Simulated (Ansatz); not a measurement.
# H3P: the cost of one run

Computed with Ansatz 0.2.0, Gaussian basis. Level: PBE0-D4/def2-TZVP structures, single points in def2-TZVPP, no counterpoise correction.

Levels: SPW92, PBE-D4, BLYP-D4, r2SCAN-D4, B97M-V, PBE0-D4, B3LYP-D4, r2SCAN0-D4, BHLYP-D4, CAM-B3LYP-D4, wB97X-V, wB97M-V, B2PLYP, PBE-QIDH, RPA on PBE, Hartree-Fock, MP2, CCSD, CCSD(T).

Cores are frozen in the correlated methods. Filled d shells of the heavier atoms are correlated. Orbitals are unrestricted. B3LYP uses VWN-RPA correlation. B2PLYP carries no dispersion term here.

94 further runs of the same task are left out: 94 set aside as unsound or not needed.

### 1 The starting structure

The complex: 8 atoms, charge 0, spin multiplicity 2.

Atoms are counted from 1 here; the program's logs count them from 0.

Bond lengths: H1–P2 1.421 Å, P2–H4 1.420 Å, P2–H5 1.420 Å, Ge3–H6 1.540 Å, Ge3–H7 1.539 Å, Ge3–H8 1.539 Å. Angles: H1–P2–H4 93.0°, H1–P2–H5 93.1°, H4–P2–H5 93.1°, H6–Ge3–H7 111.0°, H6–Ge3–H8 111.1°, H7–Ge3–H8 111.0°.

As a file:

```xyz
8
charge 0, multiplicity 2
H    -1.2310    1.2793    0.7326
P    -0.8577    2.2711   -0.2136
Ge    0.3554   -1.6056    0.3685
H    -1.0678    1.4042   -1.3182
H     0.5218    1.9472   -0.1229
H     0.4921   -3.0928    0.7460
H     1.5062   -0.7762    0.9659
H     0.2808   -1.4271   -1.1582
```

Its parts: PH3 holds atoms 1, 2, 4, 5; GeH3 radical holds atoms 3, 6, 7, 8. Each part counts its atoms afresh in its own runs.

### 2 Relaxing PH3 alone

relax-a/in.yaml

```yaml
crystal:
  periodic: [false, false, false]
  atoms:
    - {symbol: H, position_ang: [-1.231023, 1.279344, 0.732559]}
    - {symbol: P, position_ang: [-0.857656, 2.271059, -0.213553]}
    - {symbol: H, position_ang: [-1.067756, 1.404243, -1.318238]}
    - {symbol: H, position_ang: [0.521821, 1.947173, -0.122938]}
basis:
  gaussian: {orbitals: def2-TZVP}
hamiltonian: {xc: pbe0, dispersion: d4}
relax: {f_tol: 0.005, max_steps: 200}
```

Command:

```bash
> ansatz run in.yaml --threads 4 --pin off --events-out ev --progress --plain --max-ram 9574MiB
```

Q: Estimate wall time and peak memory on 4 threads of Intel Xeon at 2.50GHz, shared host.

About 1.6 s, with a peak of 0.42 GiB.
